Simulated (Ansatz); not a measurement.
## KC, space group C2/m: a breakdown of dispersion, smearing and cutoff terms, step by step

With Ansatz 0.2.0, Python API.

Interactive session:
```pycon
>>> import ansatz as az
>>> lattice = az.Lattice.of(
...     [3.78174, -2.1823, 0.0],
...     [3.78174, 2.1823, 0.0],
...     [-2.52741, 0.0, 7.13078],
... )
>>> sites = [
...     ("K", [0.75572, 0.75572, 0.24975]),
...     ("K", [0.24428, 0.24428, 0.75025]),
...     ("C", [0.0, 0.0, 0.0]),
...     ("C", [0.5, 0.5, 0.5]),
... ]
>>> structure = az.Crystal(lattice=lattice)
>>> for symbol, position in sites:
...     structure = structure.atom(symbol, position)
...
>>> structure.resolved().tree()["lattice"]
((3.78174, -2.1823, 0.0), (3.78174, 2.1823, 0.0), (-2.52741, 0.0, 7.13078))
>>> calculation = structure.calculation().kpoints(spacing=0.26).occupations("fermi_dirac", width=0.1)
>>> with_term = calculation.functional("revpbe", dispersion="d3bjatm").basis(420).cutoff_correction(570).run(threads=1).report
>>> without = calculation.functional("revpbe").basis(420).run(threads=1).report
>>> finer = calculation.functional("revpbe").basis(570).run(threads=1).report
>>> removed = az.free_energy_without(with_term, az.EnergyTerm.DISPERSION)
>>> print(f"dispersion term            {with_term['components']['e_disp']:.5f} eV")
dispersion term            -0.91583 eV
>>> print(f"F less dispersion          {removed:.5f} eV, run without it {without['free_energy_ev']:.5f} eV")
F less dispersion          -3574.47647 eV, run without it -3574.47647 eV
>>> print(f"F less smearing term       {az.free_energy_without(without, az.EnergyTerm.SMEARING):.5f} eV")
F less smearing term       -3574.10117 eV
>>> print(f"estimated gain to 570 eV   {with_term['cutoff_correction']['energy_ev']:.5f} eV, found {finer['free_energy_ev'] - without['free_energy_ev']:.5f} eV")
estimated gain to 570 eV   -0.00442 eV, found -0.00451 eV
```

What to keep in mind:
- Absolute energies stand on the zero of these potentials, so only differences at equal settings mean something. A total without «per atom» is that of the whole cell that was run.
- Dispersion corrections can be off by several per cent in the lattices of metals, and by several GPa in the pressure at a fixed cell.
- For a metal this k-point mesh is coarse: on a finer one energies can move by several to tens of meV an atom and pressures by half a GPa or more, differences at one mesh by less.
- This cell is a computed structure, which may not be the phase found in nature.
- Timing: 21 s on 1 thread of Arm Neoverse V1, on a shared host, peak memory 0.51 GiB.
